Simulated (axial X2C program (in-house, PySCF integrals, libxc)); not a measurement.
# Linear SSnS⁺ at several levels

One table from this session's results is given with a row withheld; the runs are named, their logs left out.

The runs use an in-house X2C program for linear molecules on PySCF integrals; all-electron X2C, two-component (2c) or spin-free, S dyall-av3z, Sn dyall-v3z.

All values are calculated.

2 further runs of the same task are left out: 2 set aside as unsound or not needed.

The first run:

Contents of task.json:

```json
{"zs": [16, 50, 16], "q": 1, "bas": ["dyall-av3z", "dyall-v3z", "dyall-av3z"], "r0": [2.24, 2.24], "symm": 1, "scan": ["PBE0", "HF", "B3LYP"], "levels": ["PBE0", "HF", "PBE"], "nst": 2}
```

Keys: zs atomic numbers; q charge; bas basis sets; r0 starting distance in Å; symm equal bonds; scan levels of the two-bond scan; levels methods; nst determinants followed.

Command:

```sh
$ python solin.py task.json out
```

Masses S 31.972, Sn 119.902, S 31.972 u.

Steps of the session up to this table: Scan at PBE0, 2c; Scan at B3LYP, 2c; Scan at PBE0, spin-free.

One table of the session follows, with a row left open; its other results are not shown here.

```
           level  lower stretch (cm⁻¹)  upper stretch (cm⁻¹)
        PBE0, 2c                     ?                     ?
       B3LYP, 2c                 343.5                 396.4
 PBE0, spin-free                 342.3                 417.6
B3LYP, spin-free                 350.3                 396.4
```

Q: Estimate the row for PBE0, 2c from the others.

The run gave: lower stretch (cm⁻¹): 331.0; upper stretch (cm⁻¹): 418.4. In the column «lower stretch (cm⁻¹)» it is the lowest.

Scans not shown above were run alike.

The molecule was held linear; bending was not examined, so a bent shape may lie lower. Note: functional without a current term on a determinant with orbital currents, of the molecule or an atom.
